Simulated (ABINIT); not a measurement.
Here is an ABINIT 10.8.3 (patched build) calculation.

File run.abi:

```
pp_dirpath "./"
pseudos "Pt.GGA_PBE-JTH.xml, Se.GGA_PBE-JTH.xml"

acell 7.4786874635 7.4786874635 7.4786874635
rprim
     0.0000000000     0.7071067812     0.7071067812
     0.7071067812     0.0000000000     0.7071067812
     0.7071067812     0.7071067812     0.0000000000
ntypat 2
znucl 78 34
natom 2
typat 1 2
xred
     0.5000000000     0.5000000000     0.5000000000
     0.0000000000     0.0000000000     0.0000000000

ecut 544.227725 eV
pawecutdg 40.0

kptopt 1
ngkpt 6 6 6
nshiftk 1
shiftk 0.0 0.0 0.0

ixc 11

nband 12
occopt 7
tsmear 0.05 eV

nsppol 2
spinat
     0.0000000000     0.0000000000     2.0000000000
     0.0000000000     0.0000000000     0.0000000000
spinmagntarget 1.0

usepawu 1
lpawu 2 -1
upawu 8.0 0.0 eV
jpawu 0.0 0.0 eV

nstep 100
tolvrs 1.0e-9

iomode 3
prtwf 0
prtden 0
prteig 0
prtebands 0
enunit 2
```

Potentials or basis: JTH PAW PBE v2.0.

The run is started by

```sh
$ abinit run.abi > log 2>&1
```

(1) What does it give for the pressure?

Results:

(1) -9.2 GPa.

Caveat: the total moment is fixed, so each spin has its own Fermi level.
